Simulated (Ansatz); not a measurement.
**CH₈Si₂Te: one species, many methods**

The task here is to estimate one member of a computed series from the others.

Program: Ansatz 0.2.0, Gaussian basis. Level of theory: functionals in def2-TZVPP, the program's frozen cores in correlated methods. These are calculated values, not measurements.

The runs, in order: PBE-D4, r2SCAN-D4, PBE0-D4, B3LYP-D4, ωB97X-V, ωB97M-V, B2PLYP; CCSD(T)/def2-TZVPP; MP2/def2-QZVPP; extrapolation to the limit.

## The relaxed structure

All runs share one geometry, relaxed beforehand with PBE0-D4 in a triple-zeta def2 set. Te takes the def2 core potential; no spin-orbit term is included.

SMILES `[SiH3][SiH2]C[TeH]`, 12 atoms, charge 0, spin multiplicity 1.

Atoms are counted from 1 here; the program's logs count them from 0.

Bond lengths: Si1–Si2 2.343 Å, Si1–H5 1.489 Å, Si1–H6 1.490 Å, Si1–H7 1.485 Å, Si2–C3 1.877 Å, Si2–H8 1.490 Å, Si2–H9 1.493 Å, C3–Te4 2.148 Å, C3–H10 1.090 Å, C3–H11 1.092 Å, Te4–H12 1.659 Å. Angles: Si2–Si1–H5 109.3°, Si2–Si1–H6 109.6°, Si2–Si1–H7 112.2°, H5–Si1–H6 108.3°, H5–Si1–H7 109.1°, H6–Si1–H7 108.3°, Si1–Si2–C3 110.0°, Si1–Si2–H8 110.3°, Si1–Si2–H9 110.2°, C3–Si2–H8 108.8°, C3–Si2–H9 109.9°, H8–Si2–H9 107.6°, Si2–C3–Te4 110.4°, Si2–C3–H10 113.6°, Si2–C3–H11 110.0°, Te4–C3–H10 109.2°, Te4–C3–H11 104.5°, H10–C3–H11 108.6° and more.

Set-up of the first run:

Input file in.yaml:

```yaml
crystal:
  periodic: [false, false, false]
  atoms:
    - {symbol: Si, position_ang: [-1.212873, 1.336847, -0.593772]}
    - {symbol: Si, position_ang: [0.111449, 0.211812, 0.977657]}
    - {symbol: C, position_ang: [1.461493, -0.756330, 0.104492]}
    - {symbol: Te, position_ang: [0.606560, -2.100256, -1.336915]}
    - {symbol: H, position_ang: [-0.357509, 1.789621, -1.725383]}
    - {symbol: H, position_ang: [-1.825402, 2.538704, 0.039143]}
    - {symbol: H, position_ang: [-2.304862, 0.480523, -1.123216]}
    - {symbol: H, position_ang: [-0.720774, -0.733527, 1.773441]}
    - {symbol: H, position_ang: [0.720848, 1.187630, 1.929865]}
    - {symbol: H, position_ang: [2.103633, -1.317895, 0.782300]}
    - {symbol: H, position_ang: [2.084234, -0.080904, -0.486375]}
    - {symbol: H, position_ang: [-0.589996, -2.611224, -0.307340]}
basis:
  gaussian: {orbitals: def2-TZVPP}
hamiltonian: {xc: pbe, dispersion: d4}
output: {forces: true, orbitals: {seedname: orbitals}}
```

Command:

```bash
> ansatz run in.yaml --threads 4 --pin off --events-out ev --progress --plain --max-ram 10444MiB
```

Steps of the session up to this table: PBE-D4 (GGA); r2SCAN-D4 (meta-GGA); PBE0-D4 (hybrid); B3LYP-D4 (hybrid); ωB97X-V (range-separated); ωB97M-V (range-separated); B2PLYP (double hybrid); CCSD(T) in def2-TZVPP; MP2 in def2-QZVPP.

One of the session's tables, all rows but one given; the rest of the session is left out.

| method | atomisation energy (eV) |
| --- | --- |
| PBE-D4 | 37.286 |
| r2SCAN-D4 | 37.280 |
| PBE0-D4 | 37.079 |
| B3LYP-D4 | 37.327 |
| ωB97X-V | 37.607 |
| ωB97M-V | 37.251 |
| B2PLYP | 36.705 |
| HF/def2-TZVPP | 27.634 |
| MP2/def2-TZVPP | 36.259 |
| CCSD/def2-TZVPP | 36.046 |
| CCSD(T)/def2-TZVPP | ? |
| MP2/CBS | 37.318 |
| CCSD(T)/CBS | 37.558 |

Estimate the missing values for CCSD(T)/def2-TZVPP.

**Answer.** atomisation energy (eV): 36.499. In the column «atomisation energy (eV)» it lies between MP2/def2-TZVPP (36.259) and B2PLYP (36.705).

Among the levels timed on like hardware and quicker than the yardstick, those that no quicker one beats, quickest first: PBE-D4 (2.9 s, -0.272 eV); B3LYP-D4 (6 s, -0.232 eV); ωB97X-V (9 s, +0.048 eV).

B2PLYP carry no dispersion term (for B3LYP, D4 adds 0.564 eV).

Caveats from the session: All levels share the lack of spin-orbit coupling, which lowers the free heavy atoms and so the true binding.
